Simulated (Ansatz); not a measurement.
# C₈H₁₆O: a ladder of functionals and wavefunction methods

How much do the methods differ for C₈H₁₆O? The plan is to run it at one geometry with functionals of several rungs and with coupled cluster, and see how far each lands from CCSD(T) at the basis-set limit for the atomisation energy.

Method: functionals in def2-TZVPP, the program's frozen cores in correlated methods; program: Ansatz 0.2.0, Gaussian basis.

Plan: LDA (SPW92), PBE-D4, revPBE-D4, BLYP-D4, r2SCAN-D4, B97M-V, PBE0-D4, B3LYP-D4, r2SCANh-D4, r2SCAN0-D4, HSE06-D4, BHLYP-D4, CAM-B3LYP-D4, LC-ωPBE, ωB97X-V, ωB97M-V, B2PLYP, PBE-QIDH; CCSD(T)/def2-SVP; CCSD(T)/def2-TZVPP; MP2/def2-QZVPP; extrapolation to the limit; RPA on PBE.

## (1) The relaxed structure

An earlier PBE0-D4 in a triple-zeta def2 set relaxation fixed the geometry.

SMILES `CCCCCCCC=O`, 25 atoms, charge 0, spin multiplicity 1.

Atoms are counted from 1 here; the program's logs count them from 0.

Bond lengths: C1–C2 1.519 Å, C1–H10 1.092 Å, C1–H11 1.094 Å, C1–H12 1.094 Å, C2–C3 1.520 Å, C2–H13 1.096 Å, C2–H14 1.096 Å, C3–C4 1.520 Å, C3–H15 1.097 Å, C3–H16 1.097 Å, C4–C5 1.520 Å, C4–H17 1.098 Å, C4–H18 1.095 Å, C5–C6 1.523 Å, C5–H19 1.096 Å, C5–H20 1.097 Å, C6–C7 1.526 Å, C6–H21 1.093 Å and more. Angles: C2–C1–H10 111.6°, C2–C1–H11 111.1°, C2–C1–H12 111.1°, H10–C1–H11 107.7°, H10–C1–H12 107.7°, H11–C1–H12 107.5°, C1–C2–C3 113.0°, C1–C2–H13 109.7°, C1–C2–H14 109.7°, C3–C2–H13 109.2°, C3–C2–H14 109.1°, H13–C2–H14 106.0°, C2–C3–C4 113.4°, C2–C3–H15 109.3°, C2–C3–H16 109.4°, C4–C3–H15 109.2°, C4–C3–H16 109.4°, H15–C3–H16 105.9° and more.

Geometry (Å):

```xyz
25

C    -1.88204   -2.88251   -1.83132
C    -0.72583   -2.12269   -1.20521
C    -1.07467   -0.68251   -0.86854
C     0.07508    0.08503   -0.23757
C    -0.28675    1.52297    0.09814
C     0.85806    2.36312    0.64897
C     1.37294    1.92057    2.01599
C     2.25796    0.71020    1.98818
O     2.23680   -0.18065    2.79248
H    -1.60674   -3.91350   -2.06467
H    -2.20891   -2.40737   -2.76073
H    -2.74331   -2.91323   -1.15792
H     0.13443   -2.13497   -1.88465
H    -0.39727   -2.63530   -0.29395
H    -1.93561   -0.66806   -0.18829
H    -1.40188   -0.16496   -1.77934
H     0.93405    0.07623   -0.92098
H     0.39671   -0.44666    0.66458
H    -0.67024    2.00980   -0.80584
H    -1.11475    1.52951    0.81771
H     0.52842    3.40285    0.72579
H     1.69048    2.36397   -0.06640
H     2.00308    2.72040    2.43015
H     0.56202    1.74946    2.72872
H     2.99799    0.69833    1.15468
```

## (2) LDA

This LDA is Slater exchange with PW92 correlation.

in.yaml

```yaml
crystal:
  periodic: [false, false, false]
  atoms:
    - {symbol: C, position_ang: [-1.882037, -2.882506, -1.831320]}
    - {symbol: C, position_ang: [-0.725834, -2.122689, -1.205211]}
    - {symbol: C, position_ang: [-1.074669, -0.682512, -0.868536]}
    - {symbol: C, position_ang: [0.075080, 0.085026, -0.237574]}
    - {symbol: C, position_ang: [-0.286745, 1.522975, 0.098143]}
    - {symbol: C, position_ang: [0.858057, 2.363116, 0.648967]}
    - {symbol: C, position_ang: [1.372937, 1.920574, 2.015991]}
    - {symbol: C, position_ang: [2.257956, 0.710195, 1.988180]}
    - {symbol: O, position_ang: [2.236802, -0.180650, 2.792483]}
    - {symbol: H, position_ang: [-1.606737, -3.913504, -2.064670]}
    - {symbol: H, position_ang: [-2.208911, -2.407369, -2.760732]}
    - {symbol: H, position_ang: [-2.743313, -2.913233, -1.157923]}
    - {symbol: H, position_ang: [0.134434, -2.134974, -1.884655]}
    - {symbol: H, position_ang: [-0.397269, -2.635300, -0.293952]}
    - {symbol: H, position_ang: [-1.935609, -0.668060, -0.188293]}
    - {symbol: H, position_ang: [-1.401881, -0.164963, -1.779341]}
    - {symbol: H, position_ang: [0.934048, 0.076233, -0.920980]}
    - {symbol: H, position_ang: [0.396712, -0.446656, 0.664575]}
    - {symbol: H, position_ang: [-0.670235, 2.009798, -0.805842]}
    - {symbol: H, position_ang: [-1.114750, 1.529506, 0.817707]}
    - {symbol: H, position_ang: [0.528419, 3.402853, 0.725795]}
    - {symbol: H, position_ang: [1.690480, 2.363971, -0.066400]}
    - {symbol: H, position_ang: [2.003079, 2.720396, 2.430151]}
    - {symbol: H, position_ang: [0.562015, 1.749457, 2.728725]}
    - {symbol: H, position_ang: [2.997987, 0.698327, 1.154685]}
basis:
  gaussian: {orbitals: def2-TZVPP}
hamiltonian: {xc: lda}
output: {orbitals: {seedname: orbitals}}
```

Launch:

```sh
ansatz run in.yaml --threads 4 --pin off --events-out ev --progress --plain --max-ram 41984MiB --backend cuda --devices 0, --max-vram 37GiB
```

The runs that follow: PBE-D4 (GGA); revPBE-D4 (GGA); BLYP-D4 (GGA); r2SCAN-D4 (meta-GGA); B97M-V (meta-GGA); B3LYP-D4 (hybrid); r2SCANh-D4 (hybrid); r2SCAN0-D4 (hybrid); HSE06-D4 (hybrid); BHLYP-D4 (hybrid); CAM-B3LYP-D4 (range-separated); LC-ωPBE (range-separated); ωB97X-V (range-separated); ωB97M-V (range-separated); B2PLYP (double hybrid); PBE-QIDH (double hybrid); CCSD(T) in def2-SVP; CCSD(T) in def2-TZVPP; MP2 in def2-QZVPP; RPA on PBE orbitals.

Before running them: what should the planned runs give, taken together? Wanted: atomisation energy, CCSD(T)/CBS; farthest beyond LDA; mean size of error, GGA; mean size of error, meta-GGA; mean size of error, hybrid; mean size of error, range-separated; mean size of error, double hybrid; gap, smallest and largest; T1 diagnostic.

**Answer**, as computed:

| quantity | value |
| --- | --- |
| atomisation energy, CCSD(T)/CBS | 105.872 eV |
| functionals within 0.529 eV (0.5 %) | revPBE-D4, BLYP-D4, r2SCAN-D4, B97M-V, B3LYP-D4, r2SCANh-D4, LC-ωPBE, ωB97X-V, ωB97M-V, PBE-QIDH |
| farthest beyond LDA | BHLYP-D4 (-2.508 eV) |
| mean size of error, GGA | 0.893 eV |
| mean size of error, meta-GGA | 0.265 eV |
| mean size of error, hybrid | 0.890 eV |
| mean size of error, range-separated | 0.296 eV |
| mean size of error, double hybrid | 0.470 eV |
| gap, smallest and largest | 3.76 eV (LDA (SPW92)), 11.96 eV (LC-ωPBE) |
| T1 diagnostic | 0.0111 |
| triples share of the correlation energy | 3.9 % |

What this shows: LDA overbinds by 14.775 eV (14 %). PBE-D4 misses by +2.331 eV. Double hybrids carry the basis error of their MP2 part in triple zeta, and no dispersion term here, so their miss is partly the set-up's. The rungs meta-GGA, range-separated, double hybrid miss on average by less than the doubt on the reference (0.529 eV), so they tie. Misses under about 0.529 eV are within the doubt on the reference itself, which lacks core-valence correlation, relativity and higher excitations. Hartree-Fock recovers 75 % of the binding; the rest is correlation. CCSD(T) in def2-SVP is off by -3.732 eV, worse than the median functional, from the basis alone. Orbital gaps span 3.8 to 12.0 eV; exact exchange widens them.
